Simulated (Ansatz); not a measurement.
# Ti2Te3Pt: the cost of one run

Method: DFT PBE, scalar-relativistic, plane waves, PAW, in Ansatz 0.2.0.

### 1 The structure to begin with

It takes space group R3m (No. 160, trigonal). The conventional cell has a = 6.540 Å, b = 6.540 Å, c = 13.687 Å, α = 90.00°, β = 90.00°, γ = 120.00°. Ti (site symmetry 3m) is surrounded by 3 Te at 2.15 Å. Around Ti (site symmetry 3m) lie 1 Pt at 2.22 Å. Te (site symmetry m) has 1 Ti at 2.15 Å and 1 Pt at 2.81 Å as nearest neighbours. Around Pt (site symmetry 3m) lie 1 Ti at 2.22 Å and 3 Te at 2.81 Å.

Structure file:

```cif
data_structure
_symmetry_space_group_name_H-M 'P 1'
_symmetry_Int_Tables_number 1
_cell_length_a 5.9223
_cell_length_b 5.9223
_cell_length_c 5.9223
_cell_angle_alpha 67.033
_cell_angle_beta 67.033
_cell_angle_gamma 67.033
_cell_volume 169.02
loop_
_atom_site_label
_atom_site_type_symbol
_atom_site_fract_x
_atom_site_fract_y
_atom_site_fract_z
_atom_site_occupancy
Ti1 Ti 0.18217 0.18217 0.18217 1
Ti2 Ti 0.58928 0.58928 0.58928 1
Te1 Te 0.11105 0.58462 0.11105 1
Te2 Te 0.11105 0.11105 0.58462 1
Te3 Te 0.58462 0.11105 0.11105 1
Pt1 Pt 0.42697 0.42697 0.42697 1
```

Recipe of the guess: random cell by space group and Wyckoff sites (R3m, No. 160). Its size is a rough estimate.

### 2 A first look at the guess

Contents of input.yaml:

```yaml
crystal:
  lattice:
    - [3.27018214, 1.88804054, 4.56239334]
    - [-3.27018214, 1.88804054, 4.56239334]
    - [0.0, -3.77608107, 4.56239334]
  atoms:
    - { symbol: Ti, position: [0.18216959, 0.18216959, 0.18216959] }
    - { symbol: Ti, position: [0.58927741, 0.58927741, 0.58927741] }
    - { symbol: Te, position: [0.11104738, 0.58462078, 0.11104738] }
    - { symbol: Te, position: [0.11104738, 0.11104738, 0.58462078] }
    - { symbol: Te, position: [0.58462078, 0.11104738, 0.11104738] }
    - { symbol: Pt, position: [0.42697184, 0.42697184, 0.42697184] }
basis:
  ecutwfc: 420
kpoints:
  mp_grid: { grid: [3, 3, 3] }
hamiltonian:
  xc: pbe
scf:
  occupations: { method: gaussian, width: 0.1 }
  lower_state_search: "off"
output:
  forces: true
  stress: true
  eigenvalues: true
```

Launch:

```
> ansatz run input.yaml --threads 1 --pin off --max-ram 2560MiB --backend cpu --events-out ev --progress --plain --runs-dir out
```

**Question.** How long does this run take on 1 thread of Arm Neoverse V2, shared host, and how much memory does it need?

About 5.4 s, with a peak of 0.39 GiB.
